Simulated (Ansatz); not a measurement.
# CH7ClO2Si2: one species, many methods

An exercise on one series of results from a longer session: the logs are not shown, and one member is left open.

Program: Ansatz 0.2.0, Gaussian basis. Level of theory: functionals in def2-TZVPP, the program's frozen cores in correlated methods. These are calculated values, not measurements.

Levels to be run: PBE-D4, r2SCAN-D4, PBE0-D4, B3LYP-D4, ωB97X-V, ωB97M-V, B2PLYP; CCSD(T)/def2-TZVPP; MP2/def2-QZVPP; extrapolation to the limit.

## The relaxed structure

The geometry comes from an earlier relaxation with PBE0-D4 in a triple-zeta def2 set; it is a stationary point, not always the lowest conformer.

SMILES `O[SiH](O)C[SiH2]Cl`, 13 atoms, charge 0, spin multiplicity 1.

Atoms are counted from 1 here; the program's logs count them from 0.

Bond lengths: O1–Si2 1.645 Å, O1–H7 0.958 Å, Si2–O3 1.637 Å, Si2–C4 1.862 Å, Si2–H8 1.482 Å, O3–H9 0.962 Å, C4–Si5 1.856 Å, C4–H10 1.097 Å, C4–H11 1.095 Å, Si5–Cl6 2.079 Å, Si5–H12 1.479 Å, Si5–H13 1.483 Å. Angles: Si2–O1–H7 117.9°, O1–Si2–O3 113.4°, O1–Si2–C4 103.8°, O1–Si2–H8 111.0°, O3–Si2–C4 112.1°, O3–Si2–H8 104.2°, C4–Si2–H8 112.7°, Si2–O3–H9 116.0°, Si2–C4–Si5 115.5°, Si2–C4–H10 108.7°, Si2–C4–H11 108.9°, Si5–C4–H10 106.9°, Si5–C4–H11 109.2°, H10–C4–H11 107.4°, C4–Si5–Cl6 109.5°, C4–Si5–H12 112.3°, C4–Si5–H13 112.1°, Cl6–Si5–H12 107.0° and more.

Set-up of the first run:

The input, in.yaml:

```yaml
crystal:
  periodic: [false, false, false]
  atoms:
    - {symbol: O, position_ang: [-1.886951, 0.465619, 0.457156]}
    - {symbol: Si, position_ang: [-0.377505, 0.732862, 1.053421]}
    - {symbol: O, position_ang: [0.082977, -0.368636, 2.174120]}
    - {symbol: C, position_ang: [0.710032, 0.689892, -0.457936]}
    - {symbol: Si, position_ang: [0.506691, -0.800407, -1.544660]}
    - {symbol: Cl, position_ang: [0.632530, -2.524767, -0.390476]}
    - {symbol: H, position_ang: [-2.616381, 0.442239, 1.078006]}
    - {symbol: H, position_ang: [-0.311425, 2.029129, 1.768328]}
    - {symbol: H, position_ang: [0.232873, -1.262052, 1.851062]}
    - {symbol: H, position_ang: [0.486213, 1.567841, -1.076679]}
    - {symbol: H, position_ang: [1.756201, 0.767985, -0.145281]}
    - {symbol: H, position_ang: [-0.808697, -0.827505, -2.219593]}
    - {symbol: H, position_ang: [1.593442, -0.912189, -2.547467]}
basis:
  gaussian: {orbitals: def2-TZVPP}
hamiltonian: {xc: pbe, dispersion: d4}
output: {forces: true, orbitals: {seedname: orbitals}}
```

The run is started by

```bash
ansatz run in.yaml --threads 2 --pin off --events-out ev --progress --plain --max-ram 22528MiB --backend cuda --devices 0, --max-vram 18GiB
```

Steps of the session up to this table: PBE-D4 (GGA); r2SCAN-D4 (meta-GGA); PBE0-D4 (hybrid); B3LYP-D4 (hybrid); ωB97X-V (range-separated); ωB97M-V (range-separated); B2PLYP (double hybrid); CCSD(T) in def2-TZVPP; MP2 in def2-QZVPP.

One table of the session follows, with a row left open; its other results are not shown here.

It belongs to the step «Atomisation energies». 

```
            method  atomisation energy (kcal/mol)
            PBE-D4                         1149.0
         r2SCAN-D4                         1145.3
           PBE0-D4                         1133.9
          B3LYP-D4                         1136.7
           ωB97X-V                         1147.9
           ωB97M-V                         1148.1
            B2PLYP                         1126.8
     HF/def2-TZVPP                          842.0
    MP2/def2-TZVPP                         1136.5
   CCSD/def2-TZVPP                         1099.1
CCSD(T)/def2-TZVPP                         1114.8
           MP2/CBS                         1170.1
       CCSD(T)/CBS                              ?
```

**Question.** Estimate the row for CCSD(T)/CBS.

**Answer.** atomisation energy (kcal/mol): 1148.4. In the column «atomisation energy (kcal/mol)» it lies between ωB97M-V (1148.1) and PBE-D4 (1149.0).

Caveats from the session: Free atoms (2 O, 2 Si, 1 C, 1 Cl, 7 H) were run apart at each level; the atomisation energy is their sum less the molecule, without zero-point or spin-orbit terms.
